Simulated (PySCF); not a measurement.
**LiTe at other levels of theory**

Aim: see what other levels and later steps give for LiTe.

Method: each script names its method and basis; program: PySCF 2.14.0.

2 further runs of the same task are left out: 1 for a known fault of the program, 1 that didn't finish.

**1. The starting structure**

LiTe: 2 atoms, charge 0, spin multiplicity 2.

Bond lengths: Li1–Te2 2.423 Å.

**2. The base run**

File input.py:

```python
from pyscf import gto, scf

mol = gto.M(
    atom='Li 0 0 0; Te 0 0 2.423',
    basis='x2c-svpall',
    charge=0,
    spin=1,
    verbose=4,
)
mf = scf.UHF(mol)
mf = mf.sfx2c1e()
mf.kernel()
mf.dip_moment()
print('orbital energies (hartree):', [e[max(0, n-3):n+3].round(4) for e, n in zip(mf.mo_energy, mol.nelec)])
```

Run with:

```bash
$ OMP_NUM_THREADS=1 python input.py
```

**3. MP2**

Run 1 changes step after the SCF: none → mp2; frozen orbitals: none → 18.

input.py, as its differences from that of step 2:

```diff
@@ -1,2 +1,2 @@
-from pyscf import gto, scf
+from pyscf import gto, scf, mp
 
@@ -12,2 +12,3 @@
 mf.kernel()
+mp.MP2(mf, frozen=18).kernel()
 mf.dip_moment()
```

**4. MP2**

Run 2 changes step after the SCF: none → mp2.

input.py, as its differences from that of step 2:

```diff
@@ -1,2 +1,2 @@
-from pyscf import gto, scf
+from pyscf import gto, scf, mp
 
@@ -12,2 +12,3 @@
 mf.kernel()
+mp.MP2(mf).kernel()
 mf.dip_moment()
```

**5. Wb97 (UKS)**

Run 3 changes functional: none (Hartree–Fock) → wb97; SCF type: UHF → UKS; step after the SCF: none → analyze.

File input.py:

```python
from pyscf import gto, dft

mol = gto.M(
    atom='Li 0 0 0; Te 0 0 2.423',
    basis='x2c-svpall',
    charge=0,
    spin=1,
    verbose=4,
)
mf = dft.UKS(mol, xc='wb97')
mf = mf.sfx2c1e()
mf.kernel()
mf.analyze()
print('orbital energies (hartree):', [e[max(0, n-3):n+3].round(4) for e, n in zip(mf.mo_energy, mol.nelec)])
```

**6. Stability test**

Run 4 changes step after the SCF: none → stability.

input.py, as its differences from that of step 2:

```diff
@@ -12,2 +12,3 @@
 mf.kernel()
+mf.stability(internal=True, external=True)
 mf.dip_moment()
```

**7. M06 (UKS)**

Run 5 changes functional: none (Hartree–Fock) → m06; SCF type: UHF → UKS; step after the SCF: none → analyze.

File input.py:

```python
from pyscf import gto, dft

mol = gto.M(
    atom='Li 0 0 0; Te 0 0 2.423',
    basis='x2c-svpall',
    charge=0,
    spin=1,
    verbose=4,
)
mf = dft.UKS(mol, xc='m06')
mf = mf.sfx2c1e()
mf.kernel()
mf.analyze()
print('orbital energies (hartree):', [e[max(0, n-3):n+3].round(4) for e, n in zip(mf.mo_energy, mol.nelec)])
```

**Question.** What will these runs give? Wanted: for each run, E(SCF); from base; gap, α spin; SCF dipole; after the SCF.

The runs gave:

```tsv
run	E(SCF) (hartree)	from base (eV)	cycles	gap, α spin (eV)	SCF dipole (D)	after the SCF
base	-6797.768508	0	10	7.30	7.16	n/a
MP2	-6797.768508	0.0000	10	7.30	7.16	MP2 correlation -2.682 eV, core frozen
MP2	-6797.768508	0.0000	10	7.30	7.16	MP2 correlation -2.914 eV
wb97 (UKS)	-6801.293839	not comparable	9	7.40	6.96	n/a
stability test	-6797.768508	0.0000	10	7.30	7.16	unstable: UHF/UKS -> GHF/GKS
m06 (UKS)	-6800.794321	not comparable	8	2.92	6.42	n/a
```

What this shows: Total energies of different functionals can't be compared with each other; differences within one functional can. The dearest run is “wb97 (UKS)”, at 5.3 s against 1 s.
